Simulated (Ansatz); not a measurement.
# KCaCl3: a tetragonal deformation path

The task here is to estimate one member of a computed series from the others.

Program: Ansatz 0.2.0. Level of theory: DFT LDA, scalar-relativistic, plane waves, PAW. These are calculated values, not measurements.

## Starting point

It takes space group Pm-3m (No. 221, cubic). Conventional cell: a = 5.394 Å, b = 5.394 Å, c = 5.394 Å, α = 90.00°, β = 90.00°, γ = 90.00°. Around K (site symmetry m-3m) lie 12 Cl at 3.81 Å. Ca (site symmetry m-3m) has 6 Cl at 2.70 Å as nearest neighbours. Around Cl (site symmetry 4/mmm) lie 2 Ca at 2.70 Å and 4 K at 3.81 Å.

Coordinates:

```cif
data_structure
_symmetry_space_group_name_H-M 'Pm-3m'
_symmetry_Int_Tables_number 221
_cell_length_a 5.3935
_cell_length_b 5.3935
_cell_length_c 5.3935
_cell_angle_alpha 90.000
_cell_angle_beta 90.000
_cell_angle_gamma 90.000
_cell_volume 156.90
loop_
_atom_site_label
_atom_site_type_symbol
_atom_site_symmetry_multiplicity
_atom_site_Wyckoff_symbol
_atom_site_fract_x
_atom_site_fract_y
_atom_site_fract_z
_atom_site_occupancy
K1 K 1 a 0.00000 0.00000 0.00000 1
Ca1 Ca 1 b 0.50000 0.50000 0.50000 1
Cl1 Cl 3 c 0.00000 0.50000 0.50000 1
```

Source of the structure: the Materials Project (structure only).

Set-up of the first run:

File input.yaml:

```yaml
crystal:
  lattice:
    - [5.393523, 0.0, 0.0]
    - [0.0, 5.393523, 0.0]
    - [0.0, 0.0, 5.393523]
  atoms:
    - { symbol: K, position: [0.0, 0.0, 0.0] }
    - { symbol: Ca, position: [0.5, 0.5, 0.5] }
    - { symbol: Cl, position: [0.0, 0.5, 0.5] }
    - { symbol: Cl, position: [0.5, 0.0, 0.5] }
    - { symbol: Cl, position: [0.5, 0.5, 0.0] }
basis:
  ecutwfc: 420
kpoints:
  mp_grid: { grid: [4, 4, 4] }
hamiltonian:
  xc: lda
scf:
  occupations: { method: gaussian, width: 0.1 }
output:
  forces: true
  stress: true
  eigenvalues: true
```

Among the steps run: Probe: one point at the start; The reference: the undisturbed cell on the scan's mesh; At ρ = 0.707; Point ρ = 1.414; ρ = 0.850; ρ = 1.200; ρ = 0.780; Point ρ = 1.300; At ρ = 0.920; At ρ = 1.100; Point ρ = 0.650; ρ = 1.500; Point ρ = 0.960; Point ρ = 1.050.

One of the session's tables, all rows but one given; the rest of the session is left out.

| ρ | ΔE (meV/atom) | pressure (GPa) | gap on the mesh (eV) |
| --- | --- | --- | --- |
| 0.650 | 1003.1 | 10.0 | 2.70 |
| 0.707 | ? | ? | ? |
| 0.780 | 242.5 | 1.0 | 4.14 |
| 0.850 | 89.5 | -1.2 | 4.27 |
| 0.920 | 20.8 | -2.3 | 4.31 |
| 0.960 | 4.7 | -2.6 | 4.33 |
| 1.000 | 0.0 | -2.7 | 4.35 |
| 1.050 | 5.9 | -2.5 | 4.30 |
| 1.100 | 21.6 | -2.2 | 4.23 |
| 1.200 | 73.2 | -1.1 | 4.04 |
| 1.300 | 145.0 | 0.5 | 3.83 |
| 1.414 | 247.4 | 2.8 | 3.59 |
| 1.500 | 338.6 | 4.7 | 3.41 |

**Question.** Estimate the row for ρ = 0.707.

Worked estimate for «ΔE (meV/atom)». A straight line through the neighbours (0.650, 1003.1) and (0.780, 242.5) gives 1003.1 + (242.5 − 1003.1) × (0.707 − 0.650) / (0.780 − 0.650) = 669.6; a parabola fitted to 3 rows on both sides gives 593.4.

**Answer.** ΔE (meV/atom): 561.5; pressure (GPa): 5.1; gap on the mesh (eV): 3.61. In «ΔE (meV/atom)» the line misses by +108.1 and the parabola by +31.9.
